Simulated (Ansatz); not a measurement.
**AlClH4N2: rigid scan of one bond length from a Python script**

How does the energy of AlClH4N2 change as one bond is stretched? A script is to give a rigid scan of one bond length; the system is AlClH4N2.

Program: Ansatz 0.2.0, driven from Python. Level of theory: PBE/6-31G*. These are calculated values, not measurements.

## 1. The system

Bond lengths: N1–Al2 1.868 Å, Al2–N3 1.885 Å, Al2–Cl4 2.170 Å, N1–H5 1.106 Å, N1–H6 1.071 Å, N3–H7 1.100 Å, N3–H8 1.026 Å. Angles: N1–Al2–N3 119.0°, N1–Al2–Cl4 121.5°, N3–Al2–Cl4 119.4°, Al2–N1–H5 106.5°, Al2–N1–H6 109.4°, H5–N1–H6 102.1°, Al2–N3–H7 107.6°, Al2–N3–H8 109.3°, H7–N3–H8 102.7°.

No structure file is read: the coordinates are typed or built in the script.

## 2. Script

Input file alclh4n2_scan.py:

```python
# -*- coding: utf-8 -*-
import ansatz as az
import matplotlib.pyplot as plt
import numpy as np

BASIS = '6-31G*'
XC = 'pbe'

geometry_ang = [
    ('N', (-0.215, 1.6676, -0.1581)),
    ('Al', (-0.201, -0.1952, -0.3012)),
    ('N', (0.7457, -1.203, 0.9794)),
    ('Cl', (-1.1752, -1.2141, -1.951)),
    ('H', (-0.8823, 2.0397, -0.9579)),
    ('H', (-0.7449, 1.9527, 0.7281)),
    ('H', (1.8061, -0.9167, 0.9113)),
    ('H', (0.7588, -2.1882, 0.6937)),
]
molecule = az.Crystal.molecule()
for symbol, xyz in geometry_ang:
    molecule = molecule.atom(symbol, xyz)

symbols = [site.symbol for site in molecule.cartesian_sites]
start = np.array([site.position_ang for site in molecule.cartesian_sites])
axis = (start[7] - start[2]) / np.linalg.norm(start[7] - start[2])
moving = [7]
lengths, energies = [0.903, 0.944, 0.985, 1.026, 1.067, 1.108, 1.149, 1.211], []
for length in lengths:
    xyz = start.copy()
    xyz[moving] += (length - np.linalg.norm(start[7] - start[2])) * axis
    point = az.Crystal.molecule()
    for symbol, place in zip(symbols, xyz):
        point = point.atom(symbol, place.tolist())
    setup = point.calculation().basis(gaussian=BASIS).functional(XC)
    r = setup.run(threads=1, backend='cpu').report
    energies.append(r['free_energy_ev'])
    print(f'r = {length:6.3f} A  E = {energies[-1]:.5f} eV  <S^2> = {abs(r["mean_field"]["state"]["spin_squared"]):.3f}')

fit = np.polynomial.Polynomial.fit(lengths, np.array(energies) - min(energies), 4).convert()
roots = [r.real for r in fit.deriv().roots() if abs(r.imag) < 1e-9 and fit.deriv(2)(r.real) > 0]
r_e = min(roots, key=lambda r: abs(r - lengths[int(np.argmin(energies))]))
print(f'minimum of the fit at {r_e:.4f} A, force constant {fit.deriv(2)(r_e):.2f} eV/A^2')
plt.figure(figsize=(4.5, 3))
plt.plot(lengths, np.array(energies) - min(energies), 'o-')
plt.xlabel('bond length (A)')
plt.ylabel('E - E(min) (eV)')
plt.tight_layout()
plt.savefig('scan.png', dpi=100)
```

## 3. What the engine is handed

The engine receives this input (first run):

```yaml
crystal:
  periodic: [false, false, false]
  atoms:
    - { symbol: "N", position_ang: [-0.215, 1.6676, -0.1581] }
    - { symbol: Al, position_ang: [-0.201, -0.1952, -0.3012] }
    - { symbol: "N", position_ang: [0.7457, -1.203, 0.9794] }
    - { symbol: Cl, position_ang: [-1.1752, -1.2141, -1.951] }
    - { symbol: H, position_ang: [-0.8823, 2.0397, -0.9579] }
    - { symbol: H, position_ang: [-0.7449, 1.9527, 0.7281] }
    - { symbol: H, position_ang: [1.8061, -0.9167, 0.9113] }
    - { symbol: H, position_ang: [0.7572309609760515, -2.0701986834813613, 0.7279194235986349] }
basis:
  gaussian:
    orbitals: "6-31G*"
hamiltonian:
  xc: pbe
```

## 4. The run

The run is started by

```
$ python alclh4n2_scan.py
```

**Question.** What results will this script give? Wanted: range of energy; lowest point, distance.

The runs gave:

| quantity | value |
| --- | --- |
| bond length at the fit's minimum | 1.0304 Å |
| runs compared | 8 |
| range of energy | 0.453 eV |
| lowest point, distance (Å) | 1.03 |

In words: The curve has its lowest point inside the range, at 1.03. The ends stand 0.44 and 0.453 eV above it. The distance scanned is the script's pair 2, 7. Notes:
- The rest of the molecule is held rigid at a force-field or estimated start geometry, and the basis set is modest; single-reference methods fail as a bond breaks.
- The orbitals are restricted, so S² is zero by construction.
